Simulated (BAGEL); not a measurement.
# B3LYP/cc-pVDZ (density fitting with qzvpp-jkfit) run of BSiNH2ClF (SMILES F[Si]1(Cl)BN1)

What is the energy change on altering one bond length of BSiNH2ClF at B3LYP/cc-pVDZ (density fitting with qzvpp-jkfit)? 

Program for the calculation: BAGEL 1.2.2.

1 further run of the same task is left out (set aside as unsound or not needed).

### Step 1. Starting point

BSiNH2ClF: 7 atoms, total charge 0, spin state singlet. As SMILES, `F[Si]1(Cl)BN1`. Geometry: relaxed at PBE0-D4/def2-TZVP.

Bond lengths: F1–Si2 1.589 Å, Si2–Cl3 2.036 Å, Si2–B4 1.896 Å, Si2–N5 1.717 Å, B4–N5 1.402 Å, B4–H6 1.186 Å, N5–H7 1.011 Å. Some angles: F1–Si2–Cl3 104.6°, F1–Si2–B4 126.6°, F1–Si2–N5 115.8°, Cl3–Si2–B4 128.7°, Cl3–Si2–N5 116.7°, B4–Si2–N5 45.3°, Si2–B4–N5 60.6°, Si2–N5–B4 74.1°, Si2–B4–H6 164.3°, N5–B4–H6 135.1°.

### Step 2. A single-point energy at B3LYP/cc-pVDZ (density fitting with qzvpp-jkfit)

input.json reads:

```json
{ "bagel": [

{
  "title": "molecule",
  "basis": "cc-pvdz.json",
  "df_basis": "qzvpp-jkfit",
  "angstrom": true,
  "geometry": [
    { "atom": "F", "xyz": [      -0.412200,      -2.179200,      -0.210300 ] },
    { "atom": "Si", "xyz": [      -0.003600,      -0.782500,       0.428000 ] },
    { "atom": "Cl", "xyz": [       1.448800,      -1.240300,       1.779600 ] },
    { "atom": "B", "xyz": [      -0.771300,       0.907300,       0.039600 ] },
    { "atom": "N", "xyz": [       0.347500,       0.475500,      -0.686800 ] },
    { "atom": "H", "xyz": [      -1.454900,       1.876800,       0.033100 ] },
    { "atom": "H", "xyz": [       0.906900,       0.874400,      -1.428900 ] }
  ]
},

{
  "title": "ks",
  "xc_func": "b3lyp"
},

{
  "title": "print",
  "file": "orbitals.molden",
  "orbitals": true
}

]}
```

The basis set cc-pVDZ is read from a file made from the Basis Set Exchange's data (not shown).

Run with:

```sh
$ BAGEL_NUM_THREADS=1 BAGEL input.json > input.out
```

The program printed:

```text
* using 1 threads per process

  ===============================================================
  ===============================================================

  *** Geometry ***

  { "atom" : "F", "xyz" : [     -0.778945,     -4.118091,     -0.397409 ] },
  { "atom" : "Si", "xyz" : [     -0.006803,     -1.478711,      0.808803 ] },
  { "atom" : "Cl", "xyz" : [      2.737835,     -2.343827,      3.362957 ] },
  { "atom" : "B", "xyz" : [     -1.457546,      1.714549,      0.074833 ] },
  { "atom" : "N", "xyz" : [      0.656680,      0.898565,     -1.297864 ] },
  { "atom" : "H", "xyz" : [     -2.749363,      3.546638,      0.062550 ] },
  { "atom" : "H", "xyz" : [      1.713793,      1.652377,     -2.700230 ] },

  Number of auxiliary basis functions:      521

  Since a DF basis is specified, we compute 2- and 3-index integrals:
    o Being stored without compression. Storage requirement is 0.032 GB

  Number of basis functions:       88
  Number of electrons      :       54

    * METHOD: MOLECULE                             0.69

  *** Kohn-Sham DFT ***

    * Removing 13136 points whose weight is below 1.00e-10
    * Grid points: 91206

  === Nuclear Repulsion ===
   267.5357598606

       - DIIS with orbital gradients will be used.

  === KS iteration (b3lyp / cc-pvdz.json) ===
      0       -902.56761118          0.09730216           0.75
      1       -851.46971030          0.15404144           0.79
      2       -845.95652882          0.14542406           0.82
      3       -912.91621441          0.11326871           0.81
      4       -897.77709626          0.18682353           0.77
      5       -924.75909904          0.09099955           0.80
      6       -928.98843815          0.03893749           0.83
      7       -925.56835247          0.07003964           0.71
      8       -930.44719224          0.00758408           0.77
      9       -930.45282924          0.00701606           0.76
     10       -930.48409046          0.00123969           0.74
     11       -930.48490489          0.00030717           0.69
     12       -930.48499781          0.00008784           0.75
     13       -930.48500416          0.00002460           0.80
     14       -930.48500462          0.00000799           0.82
     15       -930.48500467          0.00000307           0.85
     16       -930.48500468          0.00000092           0.81
     17       -930.48500468          0.00000054           0.76
     18       -930.48500468          0.00000017           0.74
     19       -930.48500468          0.00000003           0.84
     20       -930.48500468          0.00000001           0.79
     21       -930.48500468          0.00000001           0.79
    * SCF iteration converged.

    * Permanent dipole moment:
           (   -0.169106,    -0.665279,     0.512961) a.u.

    * METHOD: KS                                  18.66

    * METHOD: PRINT                                0.01

  ===============================================================
```

Run time: 20 s. Hardware: 1 thread of Intel Xeon at 2.50GHz (Skylake/Cascade Lake), shared host; peak memory 0.41 GiB.

### Step 3. The distorted shape, same level

input.json reads:

```json
{ "bagel": [

{
  "title": "molecule",
  "basis": "cc-pvdz.json",
  "df_basis": "qzvpp-jkfit",
  "angstrom": "true",
  "geometry": [
    { "atom": "F", "xyz": [   -0.691914,   -2.378660,    0.160768 ] },
    { "atom": "Si", "xyz": [   -0.283314,   -0.981960,    0.799068 ] },
    { "atom": "Cl", "xyz": [    1.169086,   -1.439760,    2.150668 ] },
    { "atom": "B", "xyz": [   -1.051014,    0.707840,    0.410668 ] },
    { "atom": "N", "xyz": [    0.067786,    0.276040,   -0.315732 ] },
    { "atom": "H", "xyz": [   -1.734614,    1.677340,    0.404168 ] },
    { "atom": "H", "xyz": [    0.906900,    0.874400,   -1.428900 ] }
  ]
},
{
  "title": "ks",
  "xc_func": "b3lyp"
},
{
  "title": "print",
  "file": "orbitals.molden",
  "orbitals": "true"
}

]}
```

The basis set cc-pVDZ is read from a file made from the Basis Set Exchange's data (not shown).

Run with:

```sh
$ BAGEL_NUM_THREADS=1 BAGEL input.json > input.out
```

The program printed:

```text
* using 1 threads per process

  ===============================================================
  ===============================================================

  *** Geometry ***

  { "atom" : "F", "xyz" : [     -1.307528,     -4.495016,      0.303807 ] },
  { "atom" : "Si", "xyz" : [     -0.535386,     -1.855635,      1.510020 ] },
  { "atom" : "Cl", "xyz" : [      2.209252,     -2.720752,      4.064174 ] },
  { "atom" : "B", "xyz" : [     -1.986129,      1.337624,      0.776050 ] },
  { "atom" : "N", "xyz" : [      0.128097,      0.521640,     -0.596647 ] },
  { "atom" : "H", "xyz" : [     -3.277945,      3.169713,      0.763767 ] },
  { "atom" : "H", "xyz" : [      1.713793,      1.652377,     -2.700230 ] },

  Number of auxiliary basis functions:      521

  Since a DF basis is specified, we compute 2- and 3-index integrals:
    o Being stored without compression. Storage requirement is 0.032 GB

  Number of basis functions:       88
  Number of electrons      :       54

    * METHOD: MOLECULE                             0.83

  *** Kohn-Sham DFT ***

    * Removing 12615 points whose weight is below 1.00e-10
    * Grid points: 91727

  === Nuclear Repulsion ===
   265.3068614513

       - DIIS with orbital gradients will be used.

  === KS iteration (b3lyp / cc-pvdz.json) ===
      0       -902.99128677          0.09607773           0.80
      1       -852.57407673          0.14764108           0.90
      2       -847.11881089          0.14649116           0.73
      3       -914.89103273          0.10686827           0.81
      4       -895.36300197          0.20109192           0.93
      5       -921.72079229          0.10459302           0.87
      6       -928.32239980          0.05111903           0.70
      7       -907.62484232          0.11743801           0.74
      8       -929.94492805          0.02661311           0.90
      9       -929.97482462          0.02377923           0.80
     10       -930.35592599          0.00965963           0.78
     11       -930.40519121          0.00287631           0.75
     12       -930.41095740          0.00089131           0.85
     13       -930.41147622          0.00026362           0.77
     14       -930.41152996          0.00012331           0.79
     15       -930.41154438          0.00002410           0.73
     16       -930.41154460          0.00001957           0.75
     17       -930.41154486          0.00000151           0.84
     18       -930.41154486          0.00000117           0.83
     19       -930.41154486          0.00000027           0.82
     20       -930.41154486          0.00000013           0.82
     21       -930.41154486          0.00000003           0.82
     22       -930.41154486          0.00000002           0.63
     23       -930.41154486          0.00000002           0.75
     24       -930.41154486          0.00000000           0.76
    * SCF iteration converged.

    * Permanent dipole moment:
           (   -0.015139,    -0.570416,     0.289929) a.u.

    * METHOD: KS                                  21.43

    * METHOD: PRINT                                0.02

  ===============================================================
```

Wall time 23 s (1 thread of Intel Xeon at 2.50GHz (Skylake/Cascade Lake), shared host); peak memory 0.41 GiB.

### Step 4. Results

At B3LYP/cc-pVDZ (density fitting with qzvpp-jkfit):

| quantity | value |
| --- | --- |
| first shape: total energy | -930.48500 Eh |
| first shape: dipole moment | 2.18 D |
| first shape: HOMO energy | -7.34 eV |
| first shape: LUMO energy | -0.81 eV |
| first shape: HOMO–LUMO gap | 6.53 eV |
| distorted shape: total energy | -930.41154 Eh |
| distorted shape: dipole moment | 1.63 D |
| distorted shape: HOMO energy | -7.43 eV |
| distorted shape: LUMO energy | -2.11 eV |
| distorted shape: HOMO–LUMO gap | 5.32 eV |
| energy change with the N5–H7 bond stretched from 1.011 to 1.517 Å | 1.999 eV |

What this shows: With the N5–H7 bond stretched from 1.011 to 1.517 Å the energy rises by 2.00 eV (193 kJ/mol). The first shape isn't relaxed at this level, so the change isn't measured from a minimum.
